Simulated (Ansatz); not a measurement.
# AlB₂H₈NSi: basis-set convergence

The task here is to estimate one member of a computed series from the others.

The runs use Ansatz 0.2.0, Gaussian basis; one geometry, several basis sets.

Plan: PBE0-D4/def2-SVP; ωB97M-V/def2-SVP; PBE0-D4/def2-QZVPP; ωB97M-V/def2-QZVPP; the functionals' def2-TZVPP values are taken from earlier runs.

## The geometry

An earlier PBE0-D4 in a triple-zeta def2 set relaxation fixed the geometry.

13 atoms, charge 0, spin multiplicity 1.

Atoms are counted from 1 here; the program's logs count them from 0.

Bond lengths: B1–B2 1.634 Å, B1–Al4 2.253 Å, B1–H6 1.196 Å, B1–H7 1.228 Å, B2–Si3 1.869 Å, B2–Al4 2.223 Å, B2–H8 1.189 Å, Si3–H9 1.482 Å, Si3–H10 1.488 Å, Al4–N5 1.765 Å, Al4–H11 1.579 Å, N5–H12 1.007 Å, N5–H13 1.007 Å. Angles: B2–B1–Al4 67.6°, B2–B1–H6 121.7°, B2–B1–H7 124.9°, Al4–B1–H6 132.9°, Al4–B1–H7 70.6°, H6–B1–H7 112.9°, B1–B2–Si3 85.6°, B1–B2–Al4 69.6°, B1–B2–H8 129.2°, Si3–B2–Al4 94.9°, Si3–B2–H8 126.9°, Al4–B2–H8 131.6°, B2–Si3–H9 126.2°, B2–Si3–H10 124.0°, H9–Si3–H10 109.1°, B1–Al4–B2 42.8°, B1–Al4–N5 112.8°, B1–Al4–H11 120.2° and more.

Set-up of the first run:

The input, in.yaml:

```yaml
crystal:
  periodic: [false, false, false]
  atoms:
    - {symbol: B, position_ang: [-0.537733, -1.034782, -0.552770]}
    - {symbol: B, position_ang: [0.959835, -0.399918, -0.705267]}
    - {symbol: Si, position_ang: [1.413194, -1.493986, 0.740215]}
    - {symbol: Al, position_ang: [-0.341174, 0.956598, 0.481629]}
    - {symbol: N, position_ang: [-1.018306, 2.286274, -0.460916]}
    - {symbol: H, position_ang: [-1.165004, -1.401081, -1.502468]}
    - {symbol: H, position_ang: [-1.192158, -1.048399, 0.486552]}
    - {symbol: H, position_ang: [1.600624, -0.216681, -1.689367]}
    - {symbol: H, position_ang: [0.689404, -1.584750, 2.030020]}
    - {symbol: H, position_ang: [2.437301, -2.572318, 0.679405]}
    - {symbol: H, position_ang: [-0.364792, 1.038759, 2.057892]}
    - {symbol: H, position_ang: [-1.039148, 2.307373, -1.467853]}
    - {symbol: H, position_ang: [-1.421443, 3.128312, -0.082274]}
basis:
  gaussian: {orbitals: def2-SVP}
hamiltonian: {xc: pbe0, dispersion: d4}
output: {orbitals: {seedname: orbitals}}
```

On the command line:

```bash
ansatz run in.yaml --threads 4 --pin off --events-out ev --progress --plain --max-ram 10444MiB
```

Among the steps run: PBE0-D4 in def2-SVP; ωB97M-V in def2-SVP; PBE0-D4 in def2-QZVPP; ωB97M-V in def2-QZVPP.

One of the session's tables, all rows but one given; the rest of the session is left out.

It belongs to the step «Density functionals: the series». 

| functional | basis | HOMO (eV) | LUMO (eV) |
| --- | --- | --- | --- |
| PBE0-D4 | def2-SVP | -7.10 | -2.25 |
| PBE0-D4 | def2-TZVPP | -7.14 | -2.33 |
| PBE0-D4 | def2-QZVPP | -7.15 | -2.35 |
| ωB97M-V | def2-SVP | -9.06 | -0.32 |
| ωB97M-V | def2-TZVPP | ? | ? |
| ωB97M-V | def2-QZVPP | -9.15 | -0.53 |

Estimate the missing values for ωB97M-V, def2-TZVPP.

As computed: HOMO (eV): -9.13; LUMO (eV): -0.47. In the column «HOMO (eV)» it lies between ωB97M-V, def2-QZVPP (-9.15) and ωB97M-V, def2-SVP (-9.06).
